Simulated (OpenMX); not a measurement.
# TaBr3 (Pm-3m) in OpenMX: notebook, part 3 of 3

OpenMX 3.8.5. Earlier steps stand in the parts before.

## (4) Single point, LDA-PW92+U, collinear spin, ferromagnetic start

TaBr3.dat

```
System.CurrrentDirectory             ./
System.Name                          TaBr3
DATA.PATH                            ./DFT_DATA13
level.of.stdout                      1
level.of.fileout                     0
Species.Number                       2
<Definition.of.Atomic.Species
  Ta  Ta7.0-s3p2d2           Ta_CA13
  Br  Br7.0-s3p2d1           Br_CA13
Definition.of.Atomic.Species>

<Hubbard.U.values
  Ta  1s 0.0 2s 0.0 3s 0.0 1p 0.0 2p 0.0 1d 3.0 2d 0.0
  Br  1s 0.0 2s 0.0 3s 0.0 1p 0.0 2p 0.0 1d 0.0
Hubbard.U.values>

Atoms.Number                         4
Atoms.SpeciesAndCoordinates.Unit     AU
<Atoms.SpeciesAndCoordinates
    1  Ta    0.0000000000    0.0000000000    0.0000000000   6.750  6.250  on
    2  Br    5.0980064984    0.0000000000    0.0000000000   3.500  3.500  off
    3  Br    0.0000000000    0.0000000000    5.0980064984   3.500  3.500  off
    4  Br    0.0000000000    5.0980064984    0.0000000000   3.500  3.500  off
Atoms.SpeciesAndCoordinates>

Atoms.UnitVectors.Unit               AU
<Atoms.UnitVectors
    10.1960129968    0.0000000000    0.0000000000
     0.0000000000   10.1960129968    0.0000000000
     0.0000000000    0.0000000000   10.1960129968
Atoms.UnitVectors>

scf.XcType                           LSDA-PW
scf.SpinPolarization                 on
scf.Hubbard.U                        on
scf.Hubbard.Occupation               dual
scf.ElectronicTemperature            580.226
scf.energycutoff                     400.0
scf.maxIter                          120
scf.EigenvalueSolver                 band
scf.Kgrid                            5 5 5
scf.Mixing.Type                      rmm-diis
scf.Init.Mixing.Weight               0.05
scf.Min.Mixing.Weight                0.001
scf.Max.Mixing.Weight                0.3
scf.Mixing.History                   8
scf.Mixing.StartPulay                20
scf.criterion                        1.0e-7
MD.Type                              nomd
```

Potentials or basis: OpenMX 2013 LDA set, Ta7.0-s3p2d2, Br7.0-s3p2d1, grid cutoff 400 Ry.

Run with:

```
$ openmx TaBr3.dat -nt 1 > TaBr3.std
```

TaBr3.out:

```text
Required cutoff energy (Ryd) for 3D-grids = 400.0000
      Used cutoff energy (Ryd) for 3D-grids = 388.8651, 388.8651, 388.8651
  Num. of grids of a-, b-, and c-axes = 64, 64, 64

  Num.Grid1.    64
  Num.Grid2.    64
  Num.Grid3.    64

  Cell_Volume =   1059.964062921390 (Bohr^3)
  GridVol     =      0.004043442012 (Bohr^3)
  Cell vectors (bohr) of the grid cell (gtv)
    gtv_a =  0.159312703075,  0.000000000000,  0.000000000000
    gtv_b =  0.000000000000,  0.159312703075,  0.000000000000
    gtv_c =  0.000000000000,  0.000000000000,  0.159312703075
    |gtv_a| =  0.159312703075
    |gtv_b| =  0.159312703075
    |gtv_c| =  0.159312703075

***********************************************************

***********************************************************
                  SCF history at MD= 1
***********************************************************

   SCF=   1  NormRD=  1.000000000000  Uele= -24.986951497093
   SCF=   2  NormRD=  0.995023564013  Uele= -25.500466372509
   SCF=   3  NormRD=  0.252410933041  Uele= -25.617124822678
   SCF=   4  NormRD=  0.176884972533  Uele= -25.665370867234
   SCF=   5  NormRD=  0.155330369585  Uele= -25.703425598651
   SCF=   6  NormRD=  0.138487795320  Uele= -25.721264734388
   SCF=   7  NormRD=  0.087195218419  Uele= -25.729742859298
   SCF=   8  NormRD=  0.079653746523  Uele= -25.743994737702
   SCF=   9  NormRD=  0.101892482748  Uele= -25.743224147489
   SCF=  10  NormRD=  0.045752631623  Uele= -25.744675966447
[... 57 lines left out ...]
   SCF=  68  NormRD=  0.000018361196  Uele= -25.694057168671
   SCF=  69  NormRD=  0.000010396160  Uele= -25.694053830015
   SCF=  70  NormRD=  0.000007621704  Uele= -25.694051792651
   SCF=  71  NormRD=  0.000005788402  Uele= -25.694052553884
   SCF=  72  NormRD=  0.000004041650  Uele= -25.694057371096
   SCF=  73  NormRD=  0.000002864575  Uele= -25.694053476878
   SCF=  74  NormRD=  0.000001424377  Uele= -25.694053689045
   SCF=  75  NormRD=  0.000001351638  Uele= -25.694054335568
   SCF=  76  NormRD=  0.000001113689  Uele= -25.694054132497
   SCF=  77  NormRD=  0.000001063505  Uele= -25.694054088627

***********************************************************
        Total energy (Hartree) at MD = 1
[... 346 lines left out ...]
  dxz         0  -0.0000  0.0000 -0.0000
  dyz         0   0.0000 -0.0000  0.0000
  d3z^2-r^2   1  -0.0000 -0.0000  0.0006
  dx^2-y^2    1   0.0000  0.0000 -0.0010
[... 40 lines left out ...]
  px          1   0.0001 -0.0000 -0.0000  0.0000 -0.0000 -0.0000 -0.0000  0.0000
  py          1  -0.1392 -0.0000  0.0000  0.0000 -0.0000  0.0000  0.0000  0.0008
  pz          1   0.9903 -0.0000 -0.0000 -0.0000  0.0000  0.0000 -0.0000  0.0003
  d3z^2-r^2   0   0.0000 -0.0000  0.0000 -0.0000 -0.4908 -0.8508  0.0019 -0.0000
  dx^2-y^2    0  -0.0000 -0.0000  0.0000  0.0000  0.8500 -0.4912 -0.0033 -0.0000
  dxy         0  -0.0000  0.1885 -0.8646 -0.0000 -0.0000 -0.0000 -0.0000 -0.0000
  dxz         0   0.0000  0.8646  0.1885  0.0001  0.0000 -0.0000  0.0000 -0.0000
  dyz         0  -0.0000  0.0001  0.0000 -0.8894  0.0000 -0.0000 -0.0000 -0.0000
  d3z^2-r^2   1  -0.0000  0.0000 -0.0000  0.0000  0.0956  0.1618 -0.0004 -0.0000
  dx^2-y^2    1   0.0000  0.0000 -0.0000 -0.0000 -0.1656  0.0934  0.0006 -0.0000
  dxy         1   0.0000 -0.0992  0.4551  0.0000  0.0000  0.0000  0.0000 -0.0000
  dxz         1  -0.0000 -0.4551 -0.0992 -0.0000 -0.0000  0.0000 -0.0000 -0.0000
  dyz         1   0.0000 -0.0000 -0.0000  0.4570 -0.0000  0.0000  0.0000 -0.0000

                   17      18      19
  Individual      0.9988  0.9988  1.0047

  s           0  -0.0000 -0.0000  0.9977
  s           1  -0.0000 -0.0000  0.0629
  s           2   0.0000  0.0000 -0.0252
  px          0   0.0000 -1.0000 -0.0000
  py          0   0.3446  0.0001  0.0000
  pz          0  -0.9388 -0.0000 -0.0000
  px          1  -0.0000  0.0011  0.0000
  py          1  -0.0003 -0.0000 -0.0000
  pz          1   0.0008  0.0000  0.0000
  d3z^2-r^2   0  -0.0000  0.0000  0.0017
  dx^2-y^2    0   0.0000 -0.0000 -0.0030
  dxy         0   0.0000  0.0000 -0.0000
  dxz         0  -0.0000 -0.0000  0.0000
  dyz         0   0.0000  0.0000 -0.0000
  d3z^2-r^2   1  -0.0000  0.0000  0.0008
  dx^2-y^2    1   0.0000 -0.0000 -0.0014
[... 236 lines left out ...]
  s           1  -0.0000 -0.0000 -0.0000 -0.0000  0.0000  0.0283
  s           2  -0.0000 -0.0000  0.0000  0.0000 -0.0000 -0.0140
  px          0  -0.0000  0.0000 -0.0000 -0.0000  0.9999 -0.0000
  py          0   0.0000  0.0721 -0.9974  0.0000 -0.0000  0.0000
  pz          0  -0.0000 -0.0000 -0.0000 -0.9999 -0.0000  0.0000
  px          1   0.0000 -0.0000 -0.0000 -0.0000  0.0108  0.0000
  py          1  -0.0000 -0.9974 -0.0721  0.0000 -0.0000  0.0000
  pz          1   0.0000 -0.0000  0.0000 -0.0101 -0.0000  0.0000
  d3z^2-r^2   0  -0.0000  0.0000  0.0000 -0.0000 -0.0000 -0.0138
  dx^2-y^2    0   0.0000  0.0000  0.0000 -0.0000  0.0000 -0.0294
  dxy         0  -1.0000  0.0000 -0.0000  0.0000  0.0000  0.0000
  dxz         0  -0.0000  0.0000 -0.0000 -0.0000  0.0000  0.0000
  dyz         0  -0.0000  0.0000 -0.0000 -0.0000  0.0000 -0.0000

***********************************************************
       xyz-coordinates (Ang) and forces (Hartree/Bohr)
***********************************************************

<coordinates.forces
  4
    1    Ta     0.00000   0.00000   0.00000   0.000000001830  0.000000001329 -0.000000001335
    2    Br     2.69775   0.00000   0.00000   0.000000002332  0.000000000732 -0.000000000674
    3    Br     0.00000   0.00000   2.69775  -0.000000000313  0.000000000837  0.000000000532
    4    Br     0.00000   2.69775   0.00000  -0.000000000709 -0.000000000579 -0.000000000658
coordinates.forces>

***********************************************************
       Fractional coordinates of the final structure
***********************************************************

     1     Ta     0.00000000000000   0.00000000000000   0.00000000000000
     2     Br     0.50000000000000   0.00000000000000   0.00000000000000
     3     Br     0.00000000000000   0.00000000000000   0.50000000000000
     4     Br     0.00000000000000   0.50000000000000   0.00000000000000
```

TaBr3.std:

```text
*******************************************************
 Welcome to OpenMX   Ver. 3.8.5
 Copyright (C), 2002-2014, T. Ozaki
 OpenMX comes with ABSOLUTELY NO WARRANTY.
 This is free software, and you are welcome to
 redistribute it under the constitution of the GNU-GPL.
*******************************************************
[... 216 lines left out ...]
  Uzs   =       0.000000000000
  Uzo   =       0.000000000000
  Uef   =       0.000000000000
  UvdW  =       0.000000000000
  Utot  =    -110.982650751694

*******************************************************
             MD or geometry opt. at MD = 1
*******************************************************

outputting data on grids to files...

The calculation was normally finished.
```

It took 8 min on 1 thread of Arm Neoverse N1, shared host; peak memory 0.77 GiB.

What came out:

| Item | Value |
| --- | --- |
| Free energy | -3020.0048 eV |
| Band gap on the k mesh | none (metal or under the smearing width) |
| Net moment | 2.00 μB per cell |
| Site moments | Ta +2.10; Br -0.01, -0.04 μB |
| Mulliken charges | Ta +0.93; Br -0.31 e |

Levels at points of the mesh, in eV from the Fermi level:
Spin up:
```
           k point  band 15  band 16  band 17  band 18  band 19  band 20  band 21  band 22
(0.00, 0.00, 0.00)    -2.03    -2.03    -1.97    -1.97    -1.14     0.61     0.79     1.05
```
Spin down:
| k point | band 12 | band 13 | band 14 | band 15 | band 16 | band 17 | band 18 | band 19 | band 20 | band 21 |
| --- | --- | --- | --- | --- | --- | --- | --- | --- | --- | --- |
| (0.00, 0.00, 0.00) | -2.24 | -2.15 | -2.02 | -1.93 | -1.93 | 0.95 | 1.30 | 1.30 | 1.34 | 1.62 |

Caveat: Mulliken charges move with the basis; U acts on the first radial function of the shell alone, so its value doesn't carry over to other programs; the basis of atomic orbitals isn't converged, which shifts pressures, moduli and gaps.

## (5) Overview

```csv
task,level,potentials or basis,U,k mesh,smearing,mixing scheme,SCF threshold,max SCF cycles,hubbard projector,start of the occupations,other keys,moment (μB)
band structure,LDA,"OpenMX 2013 LDA set, Ta7.0-s3p2d2f1, Br7.0-s3p2d2, grid cutoff 400 Ry",-,5 × 5 × 5,fermi-dirac 0.05 eV,rmm-diisk,1e-08 Ha,100,-,-,-,0.00
atomic charges,LDA-PW92+U,"OpenMX 2013 LDA set, Ta7.0-s3p2d2f1, Br7.0-s3p2d2, grid cutoff 400 Ry",Ta U = 4 eV,"4 × 4 × 4, shifted",fermi-dirac 0.002585 eV,rmm-diis,1e-07 Ha,120,full,no orbital polarisation,scf.ElectronicTemperature = 30,2.00
single point,LDA-PW92+U,"OpenMX 2013 LDA set, Ta7.0-s3p2d2, Br7.0-s3p2d1, grid cutoff 400 Ry",Ta U = 3 eV,5 × 5 × 5,fermi-dirac 0.05 eV,rmm-diis,1e-07 Ha,120,dual,orbital polarisation,-,2.00
```

Alike in all rows: spin collinear, ferromagnetic start; cell as given.

Caveats: the basis of atomic orbitals isn't converged, which shifts pressures, moduli and gaps; U acts on the first radial function of the shell alone, so its value doesn't carry over to other programs (some runs); spin-orbit coupling is left out, which moves the levels of the heavy elements (some runs).

Total energies depend on the potentials used, so only differences within one code and one set of settings carry meaning.
